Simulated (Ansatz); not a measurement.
# Mg15Sn: the cost of one run

Method: DFT, PBE, plane-wave PAW, default files, scalar-relativistic, as far as a step names no other, in Ansatz 0.2.0.

## 1. The system as given

The structure is hexagonal, space group P-6m2 (No. 187). The conventional cell has a = 6.339 Å, b = 6.339 Å, c = 10.328 Å, α = 90.00°, β = 90.00°, γ = 120.00°. Around Mg (site symmetry -6m2) lie 12 Mg at 3.17 Å. Mg (site symmetry mm2) is surrounded by 10 Mg at 3.16 to 3.18 Å and 2 Sn at 3.17 Å. Around Mg (site symmetry mm2) lie 12 Mg at 3.16 to 3.17 Å. Around Mg (site symmetry m) lie 11 Mg at 3.16 to 3.18 Å and 1 Sn at 3.17 Å. Around Mg (site symmetry 3m) lie 12 Mg at 3.16 to 3.17 Å. Sn (site symmetry -6m2) has 12 Mg at 3.17 Å as nearest neighbours.

Structure file:

```cif
data_structure
_symmetry_space_group_name_H-M 'P 1'
_symmetry_Int_Tables_number 1
_cell_length_a 6.3386
_cell_length_b 6.3386
_cell_length_c 10.3275
_cell_angle_alpha 90.000
_cell_angle_beta 90.000
_cell_angle_gamma 120.000
_cell_volume 359.35
loop_
_atom_site_label
_atom_site_type_symbol
_atom_site_fract_x
_atom_site_fract_y
_atom_site_fract_z
_atom_site_occupancy
Mg1 Mg 0.00000 0.00000 0.00000 1
Mg2 Mg 0.99891 0.49945 0.50000 1
Mg3 Mg 0.00037 0.50018 0.00000 1
Mg4 Mg 0.50055 0.49945 0.50000 1
Mg5 Mg 0.49982 0.50018 0.00000 1
Mg6 Mg 0.50055 0.00109 0.50000 1
Mg7 Mg 0.49982 0.99963 0.00000 1
Mg8 Mg 0.16711 0.33423 0.25007 1
Mg9 Mg 0.16711 0.33423 0.74993 1
Mg10 Mg 0.16711 0.83289 0.25007 1
Mg11 Mg 0.16711 0.83289 0.74993 1
Mg12 Mg 0.66577 0.83289 0.25007 1
Mg13 Mg 0.66577 0.83289 0.74993 1
Mg14 Mg 0.66667 0.33333 0.24981 1
Mg15 Mg 0.66667 0.33333 0.75019 1
Sn1 Sn 0.00000 0.00000 0.50000 1
```

## 2. Single point at the given positions

Contents of input.yaml:

```yaml
crystal:
  lattice:
    - [6.3386268038, 0.0, 0.0]
    - [-3.1693134019, 5.4894118372, 0.0]
    - [0.0, 0.0, 10.32751509]
  atoms:
    - { symbol: Mg, position: [0.0, 0.0, 0.0] }
    - { symbol: Mg, position: [0.99890999, 0.499454995, 0.5] }
    - { symbol: Mg, position: [0.00036599, 0.500182995, 0.0] }
    - { symbol: Mg, position: [0.500545005, 0.499454995, 0.5] }
    - { symbol: Mg, position: [0.499817005, 0.500182995, 0.0] }
    - { symbol: Mg, position: [0.500545005, 0.00109001, 0.5] }
    - { symbol: Mg, position: [0.499817005, 0.99963401, 0.0] }
    - { symbol: Mg, position: [0.16711434, 0.33422868, 0.25007444] }
    - { symbol: Mg, position: [0.16711434, 0.33422868, 0.74992556] }
    - { symbol: Mg, position: [0.16711434, 0.83288566, 0.25007444] }
    - { symbol: Mg, position: [0.16711434, 0.83288566, 0.74992556] }
    - { symbol: Mg, position: [0.66577132, 0.83288566, 0.25007444] }
    - { symbol: Mg, position: [0.66577132, 0.83288566, 0.74992556] }
    - { symbol: Mg, position: [0.6666666667, 0.3333333333, 0.24981333] }
    - { symbol: Mg, position: [0.6666666667, 0.3333333333, 0.75018667] }
    - { symbol: Sn, position: [0.0, 0.0, 0.5] }
kpoints:
  mp_grid: { grid: [6, 6, 3] }
scf:
  occupations: { method: fermi_dirac, width: 0.05 }
hamiltonian:
  xc: pbe
  pseudopotentials: { kind: paw }
output:
  forces: true
  stress: true
  populations: true
  efg:
    quadrupole_moments_barn: { Mg: 0.1994, Sn: -0.132 }
    contact_densities: true
```

Started as:

```bash
ansatz run input.yaml --threads 1 --pin off --max-ram 2560MiB --backend cpu --events-out ev --progress --plain --runs-dir out
```

**Question.** How long does this run take on 1 thread of Arm Neoverse V1, shared host, and how much memory does it need?

About 54 s, with a peak of 0.71 GiB.
